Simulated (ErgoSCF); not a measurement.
**One shape, several levels: ZnF2 (SMILES [F][Zn][F])**

Wanted: a comparison of 4 runs (HF/STO-3G, HF/def2-SVP, PBE0/def2-SVP, PBE/6-31G**) of ZnF2. 

The calculation is run with ErgoSCF 3.8.

2 further runs of the same task are left out: 2 that didn't finish.

## 1. The molecule

ZnF2 has 3 atoms, charge 0, and is taken as a singlet. As SMILES, `[F][Zn][F]`. Geometry: relaxed at PBE0-D4/def2-TZVP.

Bond lengths: F1–Zn2 1.732 Å, Zn2–F3 1.732 Å. Angles: F1–Zn2–F3 180.0°.

## 2. A single-point energy at HF/STO-3G (run 1)

job.ego reads:

```
# HF on F2Zn
set_nthreads("env")
scf.use_diagonalization = 1
tmpdir = "."
scf.max_number_of_iterations = 120
charge = 0
scf.output_mulliken_pop = 1
basis = "STO-3G"
spin_polarization = 0
molecule_inline Angstrom
F       -1.404900       0.723100      -0.697400
Zn      -0.003700      -0.021800      -0.004500
F        1.397700      -0.766100       0.688700
EOF
run "HF"
```

The basis set STO-3G is read from a file made from the Basis Set Exchange's data (not shown).

The run is started by

```console
$ ergo job.ego
```

Standard output:

```text
[...]
INSC SCF_general constructor, number of basis functions: 28
[...]
INSC Energy   1 =      -1913.99852552005
[...]
INDE E_LUMO =          0.23727978737
[...]
INSC Energy  16 =      -1953.34647824925  ( diff     -0.000000000002728 )
[...]
RESC CONVERGED after  16 iterations.
RESC FINAL ENERGY:      -1953.34647824925
[...]
INSC SCF: dipole_moment_x [atomic units] =       0.00006976
INSC SCF: dipole_moment_y [atomic units] =       0.00035120
INSC SCF: dipole_moment_z [atomic units] =       0.00014505
[...]
```

Run time: 2.9 s. Hardware: 1 thread of Arm Neoverse V2, shared host.

## 3. A single-point energy at HF/def2-SVP (run 2)

job.ego reads:

```
# F2Zn
set_nthreads("env")
molecule_inline
F     -2.65487623     1.36646096    -1.31789500
Zn    -0.00699199    -0.04119603    -0.00850377
F      2.64127020    -1.44771918     1.30145438
EOF
scf.max_number_of_iterations = 120
basis = "def2-SVP"
scf.output_mulliken_pop = 1
tmpdir = "."
scf.use_diagonalization = 1
charge = 0
run "HF"
```

The basis set def2-SVP is read from a file made from the Basis Set Exchange's data (not shown).

The run is started by

```console
$ ergo < job.ego
```

Standard output:

```text
[...]
INSC SCF_general constructor, number of basis functions: 59
[...]
INSC Energy   1 =      -1139.87244776006
[...]
INDE E_LUMO =          0.03986591679
[...]
INSC Energy  17 =      -1976.32281438581  ( diff      0.000000000003183 )
[...]
RESC CONVERGED after  17 iterations.
RESC FINAL ENERGY:      -1976.32281438581
[...]
INSC SCF: dipole_moment_x [atomic units] =      -0.00026065
INSC SCF: dipole_moment_y [atomic units] =      -0.00076103
INSC SCF: dipole_moment_z [atomic units] =      -0.00038501
[...]
```

It took 17 s on 1 thread of Arm Neoverse V2, shared host.

Run 3 isn't shown in full; the table further down has it.

## 4. A single-point energy at PBE/6-31G(d,p) (spherical functions) (run 4)

run.inp reads:

```
set_nthreads("env")
molecule_inline Angstrom
F  -1.404900 0.723100 -0.697400
Zn -0.003700 -0.021800 -0.004500
F  1.397700 -0.766100 0.688700
EOF
scf.max_number_of_iterations = 120
XC.angint = 41
XC.sparse_mode = 0
XC.radint = 1e-11
basis = "6-31G**"
scf.use_diagonalization = 1
tmpdir = "."
scf.output_mulliken_pop = 1
run "PBE"
```

The basis set 6-31G** is read from a file made from the Basis Set Exchange's data (not shown).

The run is started by

```console
$ ergo < run.inp
```

Standard output:

```text
[...]
INDF Weighted mixed functional:
[...]
INSC Energy   1 =      -1123.96905959074
[...]
INDE E_LUMO =         -0.08554805422
[...]
INSC Energy  32 =      -1978.33444756512  ( diff      0.000000000000000 )
[...]
RESC CONVERGED after  32 iterations.
RESC FINAL ENERGY:      -1978.33444756512
[...]
INSC SCF: dipole_moment_x [atomic units] =      -0.00016007
INSC SCF: dipole_moment_y [atomic units] =      -0.00045121
INSC SCF: dipole_moment_z [atomic units] =      -0.00023185
[...]
```

Wall time 24 s (1 thread of Arm Neoverse V2, shared host).

## 5. Overview of the runs

```
run                              level  integration grid  radint   energy (Eh)  dipole moment (D)  wall time
  1                          HF/STO-3G                 –       –  -1953.346478               0.00      2.9 s
  2                        HF/def2-SVP                 –       –  -1976.322814               0.00       17 s
  3                      PBE0/def2-SVP             Turbo   1e-11  -1978.269976               0.00       29 s
  4  PBE/6-31G** (spherical functions)             Turbo   1e-11  -1978.334448               0.00       24 s
```

## 6. What came out

```
            quantity           value
 run 4: total energy  -1978.33445 Eh
run 4: dipole moment          0.00 D
```

What this shows: Totals of different functionals can't be ranked against each other. In run 1 the basis is minimal, so the values are rough. All runs together took 72 s, the longest 29 s.
